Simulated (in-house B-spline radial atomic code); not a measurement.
# Sn⁴⁸⁺: partial-wave convergence of RPA

How many partial waves does Sn⁴⁸⁺ need? The cut on the empty states is raised step by step on a PBE0 start.

Method: RPA, second order, AC-SOSEX and G0W0 (contour deformation) on a scalar-relativistic mean field, all electrons; no spin-orbit coupling, Breit or QED terms, no two-electron picture change. Code: an in-house B-spline radial atomic code, version 1.

### 1 The system

```
element        : tin (Z = 50)
charge         : +48
electrons      : 2
configuration  : 1s2
Hamiltonian    : scalar-relativistic (spin-free one-electron X2C), finite nucleus
values of lmax : 2, 3, 4, 5, 6, 7, 8, 9, 10, 11
```

The outer shells:

Sn48+
```
1s [↑↓]
```

### 2 Lmax = 2

The run's settings:

```ini
Z = 50
electrons = 2.0
configuration = 1s2
hamiltonian = x2c
method = pbe0
lmax = 2
rms_radius = 4.6519
spin_polarised = False
box_radius = 2.16
intervals = 61
```

Command:

```
> python run_gw.py task.json out
```

The settings of every run stand in task.json; they run in order.

The runs that follow: Lmax = 3; Lmax = 4; Lmax = 5; Lmax = 6; Lmax = 7; Lmax = 8; Lmax = 9; Lmax = 10; Lmax = 11.

Q: Predict the outcome of this session. Wanted: highest level, mean field; highest level, G0W0; RPA correlation energy; RPA+SOSEX.

As calculated:

| quantity | value |
| --- | --- |
| highest level, mean field (range over the runs) | -34061.102 eV |
| highest level, G0W0 (range over the runs) | -34312.828 to -34312.792 eV |
| RPA correlation energy | -0.1165 to -0.1153 hartree |
| RPA+SOSEX | -0.0582 to -0.0576 hartree |
| tabulated theoretical ionisation energy (1s shell) | 34257 eV (NIST Atomic Spectra Database, ionization energies) |
| G0W0 removal energy less that value | +55.6 to +55.7 eV |

What this shows: At lmax = 2 the plain sum holds 95.3 % of the last extrapolated value, at lmax = 11 it holds 99.9 %. With the tail added, the runs differ from the last by up to 1.0 %, and from lmax = 3 on all values lie within 0.5 % of the last; the plain sum reaches 99 % at lmax = 5. The extrapolated value still moves by 0.033 millihartree in the last step. The G0W0 level varies by 0.036 eV over the range. At the highest cut G0W0 misses the tabulated theoretical ionisation energy, 34257 eV, by +55.7 eV (+0.16 %). QED terms are left out, and with more than one electron Breit and picture-change terms too; in so highly charged an ion they add to the miss.
